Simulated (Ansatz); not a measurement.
# BBrH2S: interaction energy of a dimer with the counterpoise correction

How strongly do two molecules of BBrH2S bind, and how much of that is basis error? Wanted for BBrH2S: the interaction energy of a dimer with the counterpoise correction.

Computed with the Python package of Ansatz 0.2.0. Level of theory: Hartree-Fock/def2-SVPD.

**1. The system**

Bond lengths: S1–B2 1.819 Å, B2–Br3 1.987 Å, S1–H4 1.422 Å, B2–H5 1.182 Å. Angles: S1–B2–Br3 118.3°, S1–B2–H5 121.1°, Br3–B2–H5 120.5°, B2–S1–H4 91.4°.

No structure file is read: the coordinates are typed or built in the script.

**2. The script**

Input file bbrh2s.py:

```python
# -*- coding: utf-8 -*-
"""Binding of a BBrH2S dimer at a trial geometry."""

import ansatz as az

SETTINGS = {
    "basis_set": "def2-SVPD",
    "functional": "hf",
}

FIRST = [
    ("S", (-1.3377, 0.4863, 0.154)),
    ("B", (0.4205, 0.0496, 0.3219)),
    ("Br", (0.9037, -1.8711, 0.4787)),
    ("H", (-1.247, 0.4538, -1.2644)),
    ("H", (1.2605, 0.8813, 0.3099)),
]
SECOND = [
    ("S", (2.0214, -4.1006, -2.5366)),
    ("B", (0.3832, -3.6263, -1.9028)),
    ("Br", (-0.4137, -1.9194, -2.5342)),
    ("H", (1.4353, -4.8365, -3.6024)),
    ("H", (-0.209, -4.3258, -1.1562)),
]

def energy(atoms, ghosts=()):
    molecule = az.Crystal.molecule()
    for symbol, xyz in atoms:
        molecule = molecule.atom(symbol, xyz)
    calc = (
        molecule.calculation()
        .basis(gaussian=SETTINGS["basis_set"])
        .functional(SETTINGS["functional"])
    )
    deck = calc.input()
    if ghosts:
        deck = deck.set(az.key.basis.gaussian.ghost_atoms, [{"symbol": s, "position_ang": list(xyz)} for s, xyz in ghosts])
    return az.Session.from_dict(deck).plan().execute().report["free_energy_ev"]

# monomers in their own basis and in the basis of the dimer
both = energy(FIRST + SECOND)
alone = energy(FIRST) + energy(SECOND)
ghosted = energy(FIRST, SECOND) + energy(SECOND, FIRST)
print(f"dimer {both:.6f} eV")
print(f"interaction, uncorrected   {96.485332 * (both - alone):8.3f} kJ/mol")
print(f"interaction, counterpoise  {96.485332 * (both - ghosted):8.3f} kJ/mol")
print(f"basis-set superposition    {96.485332 * (alone - ghosted):8.3f} kJ/mol")
```

**3. Running it**

The run is started by

```bash
python bbrh2s.py
```

What it wrote:

```text
dimer -163016.293231 eV
interaction, uncorrected     44.667 kJ/mol
interaction, counterpoise    48.254 kJ/mol
basis-set superposition       3.587 kJ/mol
```

It took 34 s on 1 thread of Arm Neoverse V1, shared host; peak memory 0.75 GiB.

**4. Run by run**

One row for each of the 5 runs:

| run | system | ghost atoms | energy (eV) | SCF cycles | CPU time (s) |
| --- | --- | --- | --- | --- | --- |
| 1 | B2Br2H4S2 | not set | -163016.2932 | 14 | 16 |
| 2 | BBrH2S | not set | -81508.3780 | 14 | 1.6 |
| 3 | BBrH2S | not set | -81508.3781 | 14 | 1.6 |
| 4 | BBrH2S | a list of 5 | -81508.3974 | 12 | 6.2 |
| 5 | BBrH2S | a list of 5 | -81508.3959 | 12 | 6.4 |

Totals carry meaning only in balanced differences at one level of theory.

**5. What came out**

| quantity | value |
| --- | --- |
| interaction energy, uncorrected | 44.667 kJ/mol |
| interaction energy, counterpoise | 48.254 kJ/mol |
| runs compared | 5 |

What this shows: The pair is unbound at this geometry and level. Uncorrected it is 44.667 kJ/mol, with the counterpoise correction 48.254 kJ/mol; the difference, 3.59 kJ/mol, is the superposition error. The pose is repulsive. Caveats:
- The dimer is a generated trial pose of unrelaxed monomers, not a minimum, so the figure is no binding energy, and the basis set is small.
- This level lacks the dispersion part of the attraction (electrostatics and induction are there), which can decide the sign where the interaction is weak.
